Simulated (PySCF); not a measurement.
# TiBr2: relaxation and vibrations of the singlet

Where does singlet TiBr2 go from a bent start, is the end point a minimum, and what are its modes, charges and moments?

The runs use PySCF 2.14.0; PBE0, basis Ti def2-TZVP, Br def2-TZVP, no relativity, density fitting.

**1. The starting structure**

3 atoms, charge 0, spin multiplicity 1.

Bond lengths: Ti1–Br2 2.500 Å, Ti1–Br3 2.500 Å. Angles: Br2–Ti1–Br3 110.0°.

```xyz
3
charge 0 multiplicity 1
Ti    0.0000    0.0000    0.0000
Br    2.0479    0.0000    1.4339
Br   -2.0479    0.0000    1.4339
```

**2. Finding the electronic state**

The steps below are one call of a driver around PySCF. For each, scf.py gives the equivalent set-up of the SCF; relaxations use the driver's own optimiser. After this first run the driver tries any further starts and a stability analysis.

Contents of scf.py:

```python
from pyscf import gto, scf, dft
mol = gto.M(atom='''
Ti     0.000000     0.000000     0.000000
Br     2.047900     0.000000     1.433900
Br    -2.047900     0.000000     1.433900''',
    basis={'Ti': 'def2-TZVP', 'Br': 'def2-TZVP'},
    charge=0, spin=0)
mf = dft.RKS(mol, xc='PBE0')
mf.grids.atom_grid = (50, 194)
aux = {'Ti': 'def2-universal-JKFIT', 'Br': 'def2-universal-JKFIT'}
mf = mf.density_fit(auxbasis=aux)
mf.conv_tol = 1e-08
mf.diis_space = 10
mf.max_cycle = 60
mf.init_guess = 'minao'
mf.verbose = 4
mf.kernel()
```

The run is started by

```
$ OMP_NUM_THREADS=4 python axn.py task.json out
```

Output, cut to the lines that bear on the results:

```text
[... the frontier levels of the middle cycles are left out ...]
init E= -5994.8198611587
  HOMO = -0.152878662401314  LUMO = -0.132102453348589  gap/eV = 0.56535
cycle= 1 E= -5996.88124543157  delta_E= -2.06  |g|= 0.664  |ddm|= 1.98
  HOMO = -0.302523639124335  LUMO = -0.289356532032309  gap/eV = 0.35830
cycle= 2 E= -5982.15379294853  delta_E= 14.7  |g|= 8.79  |ddm|= 3.51
  HOMO = -0.292783352094873  LUMO = -0.23482419580234  gap/eV = 1.57715
cycle= 3 E= -5996.55432848059  delta_E= -14.4  |g|= 1.51  |ddm|= 2.67
cycle= 4 E= -5996.96140311213  delta_E= -0.407  |g|= 0.479  |ddm|= 0.518
cycle= 5 E= -5997.01370955558  delta_E= -0.0523  |g|= 0.0599  |ddm|= 0.278
cycle= 6 E= -5997.01483096118  delta_E= -0.00112  |g|= 0.0306  |ddm|= 0.0949
cycle= 7 E= -5997.01521262818  delta_E= -0.000382  |g|= 0.0126  |ddm|= 0.0403
cycle= 8 E= -5997.01538424598  delta_E= -0.000172  |g|= 0.00812  |ddm|= 0.0394
cycle= 9 E= -5997.01565948123  delta_E= -0.000275  |g|= 0.00718  |ddm|= 0.0759
cycle= 10 E= -5997.01593087594  delta_E= -0.000271  |g|= 0.00583  |ddm|= 0.0891
cycle= 11 E= -5997.01618813321  delta_E= -0.000257  |g|= 0.00438  |ddm|= 0.0991
cycle= 12 E= -5997.01644336459  delta_E= -0.000255  |g|= 0.00487  |ddm|= 0.115
cycle= 13 E= -5997.01698827118  delta_E= -0.000545  |g|= 0.00994  |ddm|= 0.26
cycle= 14 E= -5997.01698915525  delta_E= -8.84e-07  |g|= 0.0177  |ddm|= 0.0288
[... 28 cycles left out ...]
cycle= 43 E= -5997.01757924113  delta_E= -0.000252  |g|= 0.00744  |ddm|= 0.0934
cycle= 44 E= -5997.01726349466  delta_E= 0.000316  |g|= 0.00833  |ddm|= 0.129
cycle= 45 E= -5997.01762299984  delta_E= -0.00036  |g|= 0.0418  |ddm|= 0.372
cycle= 46 E= -5997.01765925673  delta_E= -3.63e-05  |g|= 0.00476  |ddm|= 0.216
cycle= 47 E= -5997.01732787444  delta_E= 0.000331  |g|= 0.0199  |ddm|= 0.0967
cycle= 48 E= -5997.01757707347  delta_E= -0.000249  |g|= 0.00503  |ddm|= 0.063
cycle= 49 E= -5997.01771073716  delta_E= -0.000134  |g|= 0.00561  |ddm|= 0.0594
cycle= 50 E= -5997.01733593209  delta_E= 0.000375  |g|= 0.037  |ddm|= 0.507
cycle= 51 E= -5997.01768849528  delta_E= -0.000353  |g|= 0.0259  |ddm|= 0.0602
cycle= 52 E= -5997.01801890583  delta_E= -0.00033  |g|= 0.00898  |ddm|= 0.103
cycle= 53 E= -5997.01807762598  delta_E= -5.87e-05  |g|= 0.00085  |ddm|= 0.0732
cycle= 54 E= -5997.01807745642  delta_E= 1.7e-07  |g|= 0.000559  |ddm|= 0.0103
cycle= 55 E= -5997.01807785975  delta_E= -4.03e-07  |g|= 6.28e-05  |ddm|= 0.00788
cycle= 56 E= -5997.01807786142  delta_E= -1.67e-09  |g|= 3.9e-05  |ddm|= 0.000122
  HOMO = -0.196520057193807  LUMO = -0.113582425467734  gap/eV = 2.25685
Extra cycle  E= -5997.01807786169  delta_E= -2.66e-10  |g|= 4.27e-05  |ddm|= 7.95e-05
converged SCF energy = -5997.01807786169
```

This step, with its further starts and checks, took 60 s on 4 threads of Intel Xeon at 2.70GHz, shared host.

The starts that the driver tried:

| start | energy (Eh) |
| --- | --- |
| the minimal-basis guess | -5997.018078 |
| a thermally smeared density | -5997.018078 |
| a smeared PBE density | -5997.018078 |

The test of internal stability and the other starts found no lower closed-shell solution.

**3. Relaxing the singlet from the bent start**

The program finds C2v symmetry in the start, which this walk keeps.

scf.py, as its differences from that of step 2:

```diff
@@ -3,3 +3,3 @@
-Ti     0.000000     0.000000     0.000000
-Br     2.047900     0.000000     1.433900
-Br    -2.047900     0.000000     1.433900''',
+Ti     0.000000     0.000000    -1.099800
+Br     2.047900     0.000000     0.334100
+Br    -2.047900     0.000000     0.334100''',
@@ -15 +14,0 @@
-mf.init_guess = 'minao'
```

Energy and gradient, step by step:

```
step   energy (Eh)  change (kJ/mol)  largest symmetric gradient (Eh/bohr)
   0  -5997.018078             0.00                               0.03791
   1  -5997.025440           -19.33                               0.02188
   2  -5997.029081           -28.89                               0.00414
   3  -5997.029246           -29.32                               0.00132
   4  -5997.029288           -29.43                               0.00117
   5  -5997.029645           -30.37                               0.00761
   6  -5997.031512           -35.27                               0.00496
   7  -5997.031737           -35.86                               0.00986
   8  -5997.032455           -37.75                               0.00463
   9  -5997.032960           -39.07                               0.00211
  10  -5997.033502           -40.50                               0.00192
  11  -5997.033538           -40.59                               0.00681
  12  -5997.033865           -41.45                               0.00074
  13  -5997.033912           -41.57                               0.00044
  14  -5997.033943           -41.65                               0.00042
  15  -5997.033949           -41.67                               0.00014
  16  -5997.033951           -41.68                               0.00008
```

The walk took 2.5 min.

Geometry (Å) and forces (eV/Å) at some steps:

```
step 0
Ti   0.000   0.000  -1.100   0.000   0.000   1.949
Br   2.048   0.000   0.334  -0.912   0.000  -0.975
Br  -2.048   0.000   0.334   0.912   0.000  -0.975
step 1
Ti   0.000   0.000  -1.010   0.000   0.000   1.125
Br   2.053   0.000   0.289  -0.495   0.000  -0.562
Br  -2.053   0.000   0.289   0.495   0.000  -0.562
step 8
Ti   0.000   0.000  -0.585   0.000   0.000   0.238
Br   2.330   0.000   0.077  -0.179   0.000  -0.119
Br  -2.330   0.000   0.077   0.179   0.000  -0.119
step 16
Ti   0.000   0.000  -0.172   0.000   0.000   0.002
Br   2.415   0.000  -0.130  -0.004   0.000  -0.001
Br  -2.415   0.000  -0.130   0.004   0.000  -0.001
```

End point (D∞h, 16 steps, 41.7 kJ/mol gained): Ti–Br 2.415 Å (×2); Br–Ti–Br 178.0°.

**4. Hessian and properties**

On the finer grid the gradient is checked again; gradients at displacements of ±0.02 bohr then give force constants and infrared intensities.

scf.py, as its differences from that of step 3:

```diff
@@ -3,3 +3,3 @@
-Ti     0.000000     0.000000    -1.099800
-Br     2.047900     0.000000     0.334100
-Br    -2.047900     0.000000     0.334100''',
+Ti    -0.000000     0.000000    -0.000000
+Br     2.414530     0.000000     0.000000
+Br    -2.414530     0.000000    -0.000000''',
@@ -9 +9 @@
-mf.grids.atom_grid = (50, 194)
+mf.grids.atom_grid = (75, 302)
@@ -12 +12 @@
-mf.conv_tol = 1e-08
+mf.conv_tol = 1e-10
```

The driver hands on the density of the step before, so the log starts near convergence.

SCF at the final geometry:

```text
init E= -5997.03387236144
  HOMO = -0.192662803139625  LUMO = -0.111776182223242  gap/eV = 2.20104
cycle= 1 E= -5997.03387236136  delta_E= 7.64e-11  |g|= 2.23e-05  |ddm|= 2.3e-05
  HOMO = -0.19267333309351  LUMO = -0.111782960447814  gap/eV = 2.20114
cycle= 2 E= -5997.03387236095  delta_E= 4.12e-10  |g|= 4.61e-05  |ddm|= 4.77e-05
  HOMO = -0.192666192690536  LUMO = -0.111778360654474  gap/eV = 2.20107
cycle= 3 E= -5997.03387236147  delta_E= -5.17e-10  |g|= 2.14e-07  |ddm|= 3.23e-05
  HOMO = -0.192666219863526  LUMO = -0.111778381782643  gap/eV = 2.20107
cycle= 4 E= -5997.03387236148  delta_E= -1e-11  |g|= 8.07e-09  |ddm|= 1.3e-07
  HOMO = -0.192666218886785  LUMO = -0.111778381556646  gap/eV = 2.20107
Extra cycle  E= -5997.03387236147  delta_E= 1.09e-11  |g|= 7.83e-09  |ddm|= 2.42e-08
converged SCF energy = -5997.03387236147
```

The whole step took 52 s.

Geometry: D∞h; Ti–Br 2.415 Å (×2); Br–Ti–Br 180.0°.

Modes, for the most abundant isotopes:

```
symmetry  ω (cm⁻¹)  IR (km/mol)  μ (u)
      πu        36         30.9  52.77
     σg+       204          0.0  78.92
     σu+       388          183  52.77
```

Every mode is real; the point is a minimum.

Properties at this point:

```
Dipole moment                                                   : 0.00 D
Highest occupied level                                          : -5.24 eV
Lowest empty level                                              : -3.04 eV
Rotational constants                                            : 0.01832 cm⁻¹
Zero-point energy                                               : 4.0 kJ/mol
Principal polarisabilities                                      : 51.6, 51.6, 102.4 bohr³
Atomisation energy without zero-point energy                    : 700 kJ/mol
Principal traceless quadrupole moments about the centre of mass : -14.53, 7.26, 7.26 D Å
Entropy at 298.15 K and 1 bar                                   : 314.4 J/(mol K)
Heat capacity Cp at 298.15 K                                    : 59.6 J/(mol K)
Enthalpy at 298.15 K above 0 K                                  : 15.52 kJ/mol
Rotational symmetry number                                      : 2
```

Populations by atom (charges in e):

```csv
atom,Mulliken,Löwdin,polar tensor,Mayer order to Ti1
Ti1,0.86,-0.03,1.38,–
"Br2,3",-0.43,0.02,-0.69,0.99
```

Mulliken populations on Ti1: s 6.21, p 12.24, d 2.69, f 0.01.

**5. Would spin polarisation lower it?**

At the lowest minimum the closed shell is tested against spin polarisation, on the (50, 194) grid. It is unstable: an open-shell solution lies lower. That solution was not followed to a minimum here.

**6. Results**

| quantity | value |
| --- | --- |
| minimum | singlet, D∞h (closed shell, unstable towards spin polarisation) |
| geometry | Ti–Br 2.415 Å (×2); Br–Ti–Br 180.0° |
| wavenumbers (cm⁻¹) | 36 (πu), 204 (σg+), 388 (σu+) |
| dipole moment | 0.00 D |
| highest occupied, lowest empty level | -5.24, -3.04 eV |
| polar-tensor charge of Ti1 | +1.38 e |
| zero-point energy | 4.0 kJ/mol |

**Reading.** The bent start (C2v) ends in a minimum of D∞h symmetry. In the infrared the band at 388 cm⁻¹ (σu+) leads. The dipole vanishes although Ti1 carries +1.4 e by the polar tensor: the bond dipoles cancel. Only this shape and spin were tried, so other structures or states may lie lower. A stability analysis at the minimum finds the closed shell unstable towards spin polarisation: an open-shell solution lies lower, and these values are not those of the lowest state.

The search up to here took 4.5 min on 4 threads of Intel Xeon at 2.70GHz, shared host.
